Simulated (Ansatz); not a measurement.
# Si2W: the cost of one run

Program: Ansatz 0.2.0. Level of theory: DFT PBE, scalar-relativistic, plane waves, PAW. These are calculated values, not measurements.

15 further runs of the same task are left out: 15 set aside as unsound or not needed.

## (1) The starting structure

Symmetry: I4/mmm, No. 139, tetragonal system. The conventional cell has a = 3.229 Å, b = 3.229 Å, c = 7.867 Å, α = 90.00°, β = 90.00°, γ = 90.00°. Around Si (site symmetry 4mm) lie 5 Si at 2.60 to 2.64 Å and 5 W at 2.63 Å. W (site symmetry 4/mmm) has 10 Si at 2.63 Å as nearest neighbours.

As a file:

```
CELL_PARAMETERS angstrom
-1.61465 1.61465 3.93361
1.61465 -1.61465 3.93361
1.61465 1.61465 -3.93361
ATOMIC_POSITIONS crystal
Si 0.33457 0.33457 0.00000
Si 0.66543 0.66543 0.00000
W 0.00000 0.00000 0.00000
```

This cell was relaxed beforehand with the same method: volume 13.67 Å³/atom, gap on the mesh none (metal).

## (2) The scan

The energy is mapped over volume and the cell's shape.

First coordinate, volume per atom: 7 values from 12.03 to 15.31 Å³. Second coordinate, c/a of the conventional cell: 7 values from 2.031 to 2.922.

Nothing else is relaxed (fractional coordinates fixed). Energies count from the relaxed crystal. Points are written as (first, second).

## (3) Grid point (12.03 Å³, 2.293)

File input.yaml:

```yaml
crystal:
  lattice:
    - [-1.5789062202, 1.5789062202, 3.6201161818]
    - [1.5789062202, -1.5789062202, 3.6201161818]
    - [1.5789062202, 1.5789062202, -3.6201161818]
  atoms:
    - { symbol: Si, position: [0.3345726944, 0.3345726944, 0.0] }
    - { symbol: Si, position: [0.6654273056, 0.6654273056, 0.0] }
    - { symbol: W, position: [0.0, 0.0, 0.0] }
basis:
  ecutwfc: 420
kpoints:
  mp_grid: { grid: [18, 18, 18] }
hamiltonian:
  xc: pbe
  pseudopotentials: { kind: paw, azcp: { folder: soft_1 } }
scf:
  occupations: { method: gaussian, width: 0.15 }
output:
  forces: true
  stress: true
  eigenvalues: true
```

Command:

```console
> ansatz run input.yaml --threads 2 --pin off --max-ram 4096MiB --backend cpu --events-out ev --progress --plain --runs-dir out
```

Q: Estimate wall time and peak memory on 2 threads of Arm Neoverse N1, shared host.

About 13 s, with a peak of 0.49 GiB.
